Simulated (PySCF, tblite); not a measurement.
# C₅H₁₁AsB radical: geometry, infrared bands and EPR parameters

Aim: predict the infrared bands and EPR parameters of C₅H₁₁AsB radical (`C=C(C)[B][AsH]CC`).

The runs use tblite 0.8.0 and PySCF 2.14.0, with density-fitted response routines of our own; the level of theory stands in each step. All values are computed, except where a source is named. Atoms count from 0, in the outputs and in this text.

### 1 The starting structure

18 atoms, charge 0, multiplicity 2; geometry from: force field or distance geometry start.

Bonds of the start (Å): C0–C1 1.35, C1–C2 1.51, C1–B3 1.57, B3–As4 2.05, As4–C5 1.98, C5–C6 1.51, C0–H7 1.10, C0–H8 1.08, C2–H9 1.10, C2–H10 1.11, C2–H11 1.12, As4–H12 1.56, C5–H13 1.11, C5–H14 1.12, C6–H15 1.12, C6–H16 1.10, C6–H17 1.11.

### 2 Relaxing the molecule with GFN2-xTB

The job: settings as JSON, then the geometry in Å.

```
{"job": {"kind": "relax", "xc": "GFN2-xTB", "basis": "xTB"}, "charge": 0, "multiplicity": 2}
C      2.997200     1.411700     0.455100
C      2.143700     0.446600     0.066500
C      2.611500    -0.654700    -0.850000
B      0.660100     0.474300     0.579200
As    -0.698900    -0.961100     0.044500
C     -2.239700     0.117100     0.649200
C     -3.535700    -0.526100     0.201900
H      2.670300     2.217100     1.123300
H      4.022700     1.428100     0.111000
H      3.689100    -0.595600    -1.052400
H      2.384900    -1.644300    -0.403100
H      2.056200    -0.570400    -1.816900
H     -0.799800    -0.404900    -1.412500
H     -2.163900     1.142000     0.226000
H     -2.217100     0.190600     1.762400
H     -3.622500    -1.549900     0.644700
H     -3.569900    -0.587100    -0.899300
H     -4.397200     0.073100     0.558700
```

Started as:

```bash
OMP_NUM_THREADS=1 python probes_run.py task.json out
```

The driver reads the jobs from task.json and runs them one after another.

Output:

```text
step      E/eV     max force
  0    -537.53187    1.355
  1    -537.62848    1.037
  2    -537.70900    0.798
  3    -537.74265    0.641
  4    -537.76734    0.533
  5    -537.79008    0.497
  6    -537.82239    0.523
  7    -537.84454    0.446
  8    -537.86302    0.316
  9    -537.87400    0.263
 10    -537.88291    0.254
 11    -537.89056    0.261
 12    -537.89607    0.162
 13    -537.89935    0.143
 14    -537.90203    0.136
 15    -537.90537    0.217
 16    -537.90923    0.213
 17    -537.91271    0.129
 18    -537.91552    0.149
 19    -537.91834    0.159
 20    -537.92199    0.225
 21    -537.92622    0.184
 22    -537.93019    0.164
 23    -537.93404    0.190
 24    -537.93876    0.248
 25    -537.94443    0.291
 26    -537.94987    0.193
 27    -537.95424    0.148
 28    -537.95809    0.172
 29    -537.96332    0.291
 30    -537.97134    0.349
 31    -537.98060    0.263
 32    -537.98837    0.264
 33    -537.99432    0.200
 34    -537.99932    0.198
 35    -538.00436    0.160
 36    -538.00917    0.205
 37    -538.01329    0.190
 38    -538.01674    0.237
 39    -538.01973    0.221
 40    -538.02299    0.161
 41    -538.02734    0.145
 42    -538.03063    0.179
 43    -538.03581    0.203
 44    -538.04007    0.147
 45    -538.04400    0.121
 46    -538.04831    0.225
 47    -538.05399    0.344
 48    -538.05912    0.350
 49    -538.06426    0.207
 50    -538.06800    0.119
 51    -538.07151    0.180
 52    -538.07516    0.269
 53    -538.08131    0.255
 54    -538.08644    0.177
 55    -538.09049    0.161
 56    -538.09410    0.190
 57    -538.09913    0.237
 58    -538.10413    0.172
 59    -538.10765    0.214
 60    -538.11222    0.201
 61    -538.11749    0.204
 62    -538.12357    0.156
 63    -538.12797    0.158
 64    -538.13248    0.142
 65    -538.13534    0.169
 66    -538.13795    0.208
 67    -538.14035    0.131
 68    -538.14302    0.110
 69    -538.14497    0.095
 70    -538.14617    0.105
 71    -538.14779    0.088
 72    -538.14853    0.056
 73    -538.14886    0.065
 74    -538.14927    0.046
 75    -538.14966    0.047
 76    -538.15018    0.045
 77    -538.15052    0.044
 78    -538.15089    0.043
 79    -538.15111    0.032
 80    -538.15123    0.023
 81    -538.15132    0.020
 82    -538.15141    0.016
 83    -538.15148    0.021
 84    -538.15154    0.024
 85    -538.15161    0.020
 86    -538.15169    0.022
 87    -538.15179    0.026
 88    -538.15190    0.027
 89    -538.15202    0.026
 90    -538.15217    0.030
 91    -538.15234    0.029
 92    -538.15248    0.027
 93    -538.15259    0.031
 94    -538.15269    0.026
 95    -538.15283    0.030
 96    -538.15302    0.029
 97    -538.15320    0.025
 98    -538.15333    0.028
 99    -538.15344    0.024
100    -538.15359    0.030
101    -538.15378    0.028
102    -538.15398    0.031
103    -538.15414    0.033
104    -538.15431    0.030
105    -538.15453    0.032
106    -538.15485    0.037
107    -538.15522    0.043
108    -538.15565    0.068
109    -538.15602    0.069
110    -538.15666    0.052
111    -538.15723    0.054
112    -538.15809    0.057
113    -538.15837    0.076
114    -538.15876    0.042
115    -538.15908    0.039
116    -538.15981    0.051
117    -538.16012    0.048
118    -538.16068    0.052
119    -538.16109    0.051
120    -538.16150    0.069
121    -538.16183    0.041
122    -538.16208    0.037
123    -538.16236    0.030
124    -538.16258    0.037
125    -538.16285    0.038
126    -538.16307    0.041
127    -538.16333    0.039
128    -538.16371    0.045
129    -538.16432    0.063
130    -538.16503    0.066
131    -538.16545    0.086
132    -538.16591    0.097
133    -538.16647    0.055
134    -538.16682    0.044
135    -538.16733    0.041
136    -538.16755    0.036
137    -538.16776    0.034
138    -538.16792    0.030
139    -538.16809    0.032
140    -538.16829    0.032
141    -538.16852    0.045
142    -538.16883    0.040
143    -538.16915    0.043
144    -538.16948    0.040
145    -538.16968    0.024
146    -538.16979    0.019
147    -538.16984    0.020
148    -538.16990    0.019
149    -538.16994    0.019
150    -538.16997    0.011
151    -538.16998    0.009
```

Wall time 0.9 s (1 thread of Arm Neoverse V2, shared host); peak memory 0.18 GiB.

Step by step: (not every step is listed)

| step | energy from step 0 (eV) | largest force (eV/Å) |
| --- | --- | --- |
| 0 | 0.0000 | 1.3555 |
| 1 | -0.0966 | 1.0374 |
| 2 | -0.1771 | 0.7981 |
| 3 | -0.2108 | 0.6410 |
| 4 | -0.2355 | 0.5325 |
| 5 | -0.2582 | 0.4966 |
| 6 | -0.2905 | 0.5233 |
| 7 | -0.3127 | 0.4459 |
| 8 | -0.3311 | 0.3162 |
| 21 | -0.3943 | 0.1844 |
| 34 | -0.4674 | 0.1984 |
| 47 | -0.5221 | 0.3436 |
| 60 | -0.5803 | 0.2009 |
| 73 | -0.6170 | 0.0649 |
| 86 | -0.6198 | 0.0220 |
| 99 | -0.6216 | 0.0236 |
| 112 | -0.6262 | 0.0570 |
| 125 | -0.6310 | 0.0378 |
| 138 | -0.6360 | 0.0296 |
| 146 | -0.6379 | 0.0194 |
| 147 | -0.6380 | 0.0196 |
| 148 | -0.6380 | 0.0187 |
| 149 | -0.6381 | 0.0194 |
| 150 | -0.6381 | 0.0112 |
| 151 | -0.6381 | 0.0093 |

Distances of close pairs at the start and the end, largest changes first:

| bond | before (Å) | after (Å) | change (Å) |
| --- | --- | --- | --- |
| B3–As4 | 2.048 | 1.908 | -0.139 |
| C1–B3 | 1.570 | 1.459 | -0.111 |
| As4–H12 | 1.563 | 1.516 | -0.047 |
| As4–C5 | 1.975 | 2.019 | +0.044 |
| C2–H11 | 1.118 | 1.089 | -0.029 |
| C6–H15 | 1.119 | 1.090 | -0.029 |
| C5–H14 | 1.116 | 1.094 | -0.022 |
| C0–C1 | 1.346 | 1.368 | +0.022 |

The next job starts from the end point, and lists it.

### 3 Infrared spectrum with GFN2-xTB

The job: settings as JSON, then the geometry in Å.

```
{"job": {"kind": "ir", "xc": "GFN2-xTB", "basis": "xTB"}, "charge": 0, "multiplicity": 2}
C      2.628114     1.576867    -0.002816
C      2.070643     0.363830    -0.299745
C      3.006696    -0.833663    -0.407722
B      0.667160     0.050277    -0.544330
As    -1.009271    -0.810728    -0.844267
C     -2.095715    -0.144143     0.721746
C     -3.587856    -0.307822     0.480380
H      2.025201     2.463765     0.084778
H      3.687102     1.688735     0.152305
H      3.566058    -0.952986     0.518557
H      2.453088    -1.752777    -0.601714
H      3.713619    -0.677474    -1.221005
H     -1.592134     0.202787    -1.809384
H     -1.857796     0.904797     0.915246
H     -1.790263    -0.719079     1.600727
H     -3.836666    -1.354433     0.305588
H     -3.894330     0.262705    -0.396537
H     -4.162410     0.045658     1.336537
```

Output:

```text
mode    cm-1     km/mol
  1      33.1      0.34
  2      38.7      0.09
  3      50.9      0.76
  4      78.5      0.33
  5     100.9      0.42
  6     148.8      1.11
  7     225.3      0.16
  8     245.2      1.08
  9     278.7      1.69
 10     368.8     30.36
 11     443.8      2.86
 12     487.2     27.89
 13     503.8     23.67
 14     563.2      1.17
 15     611.4      6.27
 16     676.1     22.93
 17     738.5     29.27
 18     792.9     77.70
 19     919.1      1.48
 20     978.6     22.88
 21     988.6      2.09
 22    1004.7     13.35
 23    1018.6      7.26
 24    1062.0      2.16
 25    1071.7     19.60
 26    1230.6      2.05
 27    1236.7     23.36
 28    1305.1     13.83
 29    1385.6      0.97
 30    1405.7      8.32
 31    1409.5      2.16
 32    1461.1      2.86
 33    1475.3     12.42
 34    1485.2      1.20
 35    1494.4      2.21
 36    1494.6      6.06
 37    1497.6      4.52
 38    1769.4    819.51
 39    2928.0     52.21
 40    2941.3     21.95
 41    2994.8     63.62
 42    2996.2     26.81
 43    2998.6     54.49
 44    3007.2     28.87
 45    3009.0     31.44
 46    3017.0     27.26
 47    3101.6     26.07
 48    3127.9     49.96
```

Run time: 0.54 s. Hardware: 1 thread of Arm Neoverse V2, shared host; peak memory 0.18 GiB.

Which atoms move in the most intense modes:

| cm⁻¹ | km/mol | atoms |
| --- | --- | --- |
| 369 | 30.4 | B3 46 %, C1 10 % |
| 793 | 77.7 | H12 45 %, H14 13 %, H13 11 %, H16 11 % |
| 1769 | 819.5 | H12 98 % |
| 2928 | 52.2 | H14 58 %, H13 33 % |
| 2995 | 63.6 | H16 48 %, H10 21 %, H17 19 % |
| 2999 | 54.5 | H17 45 %, H15 38 % |
| 3009 | 31.4 | H11 57 %, H9 33 % |
| 3128 | 50.0 | H7 50 %, H8 40 % |

### 4 EPR parameters: B3LYP/def2-TZVP-core+pcH-1

Settings changed since step 3:

```diff
@@ -1,2 +1,2 @@
-{"job": {"kind": "ir", "xc": "GFN2-xTB", "basis": "xTB"}, "charge": 0, "multiplicity": 2}
+{"job": {"kind": "epr", "basis": "pcH-1"}, "charge": 0, "multiplicity": 2}
 C      2.628114     1.576867    -0.002816
```

With the program's defaults for keys left out, this is: UKS B3LYP, def2-TZVP-core on As, pcH-1 on B C H, non-relativistic, mean-field spin-orbit, GIAO.

Output:

```text
UKS, coarse grid
  cycle   1  E = -2457.76270105  |g| = 1.40e+00
  cycle   2  E = -2457.66601847  |g| = 8.24e-01
  cycle   3  E = -2457.76535059  |g| = 4.87e-01
  cycle   4  E = -2457.86766777  |g| = 1.11e-01
  cycle   5  E = -2457.87437057  |g| = 3.32e-02
  cycle   6  E = -2457.87497783  |g| = 1.49e-02
  cycle   7  E = -2457.87512767  |g| = 4.17e-03
  cycle   8  E = -2457.87514693  |g| = 2.21e-03
  cycle   9  E = -2457.87515264  |g| = 7.81e-04
UKS, final grid
  cycle   1  E = -2457.87514364  |g| = 1.06e-03
  cycle   2  E = -2457.87514290  |g| = 1.63e-03
  cycle   3  E = -2457.87514426  |g| = 1.26e-04
  cycle   4  E = -2457.87514428  |g| = 5.67e-05
  cycle   5  E = -2457.87514428  |g| = 4.73e-05
  cycle   6  E = -2457.87514429  |g| = 1.20e-05
E = -2457.87514429 Eh   <S^2> = 0.7725 (exact 0.7500)
g shifts (ppm)      1          2          3
  rmc          -106       -106       -106
  gc             30          3         33
  oz_so       -1710      -1015       2336
  total       -1786      -1119       2263
hyperfine (MHz)  atom isotope    a_iso     a_fc   dipolar eigenvalues
    0   13C      45.77      45.83    -43.67    -41.94     85.61
    1   13C     -43.19     -43.23    -24.05      9.52     14.53
    2   13C       4.15       4.15     -0.77      0.15      0.62
    3   11B      55.73      55.79    -33.23    -32.93     66.16
    4  75As     -38.62     -41.00    -12.76      4.65      8.11
    5   13C      51.97      51.99     -4.45     -4.21      8.65
    6   13C       0.97       0.97     -0.83     -0.71      1.54
    7    1H     -33.41     -33.41    -18.20     -1.07     19.27
    8    1H     -35.96     -35.97    -21.31      0.22     21.09
    9    1H     -10.74     -10.74     -1.94     -0.54      2.48
   10    1H      -1.75      -1.75     -2.05     -1.88      3.93
   11    1H     -12.19     -12.19     -2.01     -0.39      2.41
   12    1H      62.72      62.73     -2.67     -1.58      4.26
   13    1H      -3.51      -3.51     -3.22     -0.05      3.27
   14    1H      -3.49      -3.49     -3.03     -0.74      3.77
   15    1H       0.24       0.24     -0.83     -0.66      1.49
   16    1H      -0.36      -0.36     -1.13     -0.30      1.42
   17    1H       4.15       4.15     -0.91     -0.29      1.20
```

It took 4.4 min on 1 thread of Arm Neoverse V2, shared host; peak memory 1.4 GiB.

Principal g values 2.00053, 2.00120, 2.00458; g(iso) = 2.00211, against 2.00232 for a free electron.

Mean a(iso) over the nuclei that a row names, and the largest dipolar term of the row (other rows stand at the frozen geometry):

| nuclei | isotope | a(iso) (MHz) | a(iso) (G, at g = 2.0023) | largest dipolar term (MHz) |
| --- | --- | --- | --- | --- |
| H12 | 1H | 62.7 | 22.4 | 4.3 |
| B3 | 11B | 55.7 | 19.9 | 66.2 |
| C5 | 13C | 52.0 | 18.5 | 8.7 |
| C0 | 13C | 45.8 | 16.3 | 85.6 |
| C1 | 13C | -43.2 | -15.4 | -24.0 |
| As4 | 75As | -38.6 | -13.8 | -12.8 |
| H8 | 1H | -36.0 | -12.8 | -21.3 |
| H7 | 1H | -33.4 | -11.9 | 19.3 |
| H9, H10, H11 | 1H | -8.2 | -2.9 | 3.9 |
| C2 | 13C | 4.1 | 1.5 | -0.8 |
| H13, H14 | 1H | -3.5 | -1.2 | 3.8 |
| H15, H16, H17 | 1H | 1.3 | 0.5 | 1.5 |
| C6 | 13C | 1.0 | 0.3 | 1.5 |

Mulliken spin populations:

C0 0.58; C1 -0.22; C2 0.01; B3 0.64; As4 -0.02; C5 0.04; C6 0.00; H7 -0.03; H8 -0.03; H9 0.00; H10 0.00; H11 0.00; H12 0.03; H13 0.00; H14 0.00; H15 0.00; H16 0.00; H17 0.00

In first order the couplings over 0.8 MHz of 1H, 11B, 75As give 5392 distinct lines over 160.9 G, if the averaged nuclei exchange fast.

The fields below are evaluated on a grid from the run's orbitals.

ELF in a plane through or near 8 of the atoms.

Ten even steps from ' ' (0.00) to '@' (1.00):
```
                                                        
                                                        
                  ..                                    
                ==@@@@==                                
              ..##@@@@%%..                              
        ==%%%%==##@@@@##        ::**++                  
      ..##@@@@%%==%%%%..        **@@%%                  
      ..##@@@@##======    ..    **@@@@..  ::--::        
        ..**##++##%%****==----  ==%%##----++++--..      
              ..++++::@@--**##--++##==%%==::**--..      
          ::--==%%==++%%..##%%==**%%**%%--::++::        
        --%%%%--..##--::::%%**..::##==::**@@@@++        
        ==%%@@==::##::  ..**++::::++::  ##@@@@%%::      
        ..++++++@@@@@@    ++##%%%%##::  --@@@@##..      
          ....==@@@@@@    ==%%@@@@%%--    **##::        
              ::%%@@%%    ::**%%%%**::                  
                ::==..      ::====::                    
                                                        
                                                        
                                                        
```
The map spans 13.7 Å across and 9.9 Å up, centred on the molecule. Atoms in the plane (x, y in Å): C0 (-2.7, 1.4), C1 (-2.1, 0.2), C2 (-3.0, -1.0), C6 (3.6, 0.0), H7 (-2.2, 2.3), H8 (-3.8, 1.5), H10 (-2.4, -1.9), H15 (3.9, -1.1).

On the surface of density 0.002 e/bohr³ the electrostatic potential runs, from the 1st to the 99th percentile, from -0.85 V near C0 to 0.74 V near B3.

The spin density lies nearest to B3 40 %; C0 28 %; C1 9 % (beta excess).

### 5 Summary of results

| quantity | value |
| --- | --- |
| strongest single infrared mode (GFN2-xTB) | 1769 cm⁻¹, 820 km/mol |
| zero-point energy (GFN2-xTB) | 88.9 kcal/mol |
| g(iso) (B3LYP) | 2.00211 |
| ⟨S²⟩ | 0.772 (exact 0.75) |
| largest a(iso) (averaged by class) | 1H on H12, 62.7 MHz |
| surface potential, 1st and 99th percentile | -0.85 V and 0.74 V |

In words: The optimisation took 151 steps and gained 0.638 eV; among the close pairs (by a distance rule), B3–As4 changed most, from 2.048 to 1.908 Å. No mode is imaginary among the 48: a minimum at this level. The strongest single mode, at 1769 cm⁻¹, moves mainly H12. GFN2-xTB is a fitted tight-binding method: band positions and strengths are rough. Its intensities can rank the bands wrongly. The largest spin populations lie on B3 (0.64 e), C0 (0.58 e). The isotropic g lies 0.2 ppt below the free-electron value. The hyperfine terms hold no scalar relativity, which the heavier nuclei need.
